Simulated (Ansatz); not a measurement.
# FH4MgNSi: the cost of one run

Method: RKS PBE-D4/STO-3G, in Ansatz 0.2.0.

**1. The structure to begin with**

Bond lengths: F1–Mg2 1.721 Å, Mg2–N3 1.916 Å, N3–Si4 1.727 Å, N3–H5 1.013 Å, Si4–H6 1.474 Å, Si4–H7 1.475 Å, Si4–H8 1.472 Å. Angles: F1–Mg2–N3 120.6°, Mg2–N3–Si4 118.9°, Mg2–N3–H5 109.8°, Si4–N3–H5 111.9°, N3–Si4–H6 104.4°, N3–Si4–H7 116.8°, N3–Si4–H8 103.2°, H6–Si4–H7 110.7°, H6–Si4–H8 112.6°, H7–Si4–H8 108.9°.

Structure file:

```xyz
8

F     0.9171   -2.5974    0.8110
Mg    1.3891   -1.0026    1.2532
N     0.8092    0.5068    0.2256
Si   -0.8207    0.5523   -0.3435
H     1.4744    0.6935   -0.5154
H    -1.6389    0.5168    0.8824
H    -1.2311   -0.5159   -1.2739
H    -0.8990    1.8466   -1.0394
```

**2. End point A**

Input file input.yaml:

```yaml
crystal:
  periodic: [false, false, false]
  atoms:
    - { symbol: F, position_ang: [0.91712, -2.59741, 0.81104] }
    - { symbol: Mg, position_ang: [1.3891, -1.00259, 1.25316] }
    - { symbol: "N", position_ang: [0.80915, 0.5068, 0.22565] }
    - { symbol: Si, position_ang: [-0.82068, 0.55225, -0.34351] }
    - { symbol: H, position_ang: [1.47435, 0.69352, -0.51545] }
    - { symbol: H, position_ang: [-1.63894, 0.51683, 0.88239] }
    - { symbol: H, position_ang: [-1.23114, -0.51594, -1.27391] }
    - { symbol: H, position_ang: [-0.89896, 1.84656, -1.03937] }
basis:
  gaussian: { orbitals: STO-3G }
hamiltonian:
  xc: pbe
  dispersion: d4
relax:
  f_tol: 0.015
  max_steps: 40
```

Command:

```sh
> ansatz run input.yaml --threads 1 --pin off --max-ram 2048MiB --backend cpu --events-out ev --progress --plain --runs-dir out
```

Q: Estimate wall time and peak memory on 1 thread of AMD EPYC (Zen 3), shared host.

About 57 s, with a peak of 0.15 GiB.
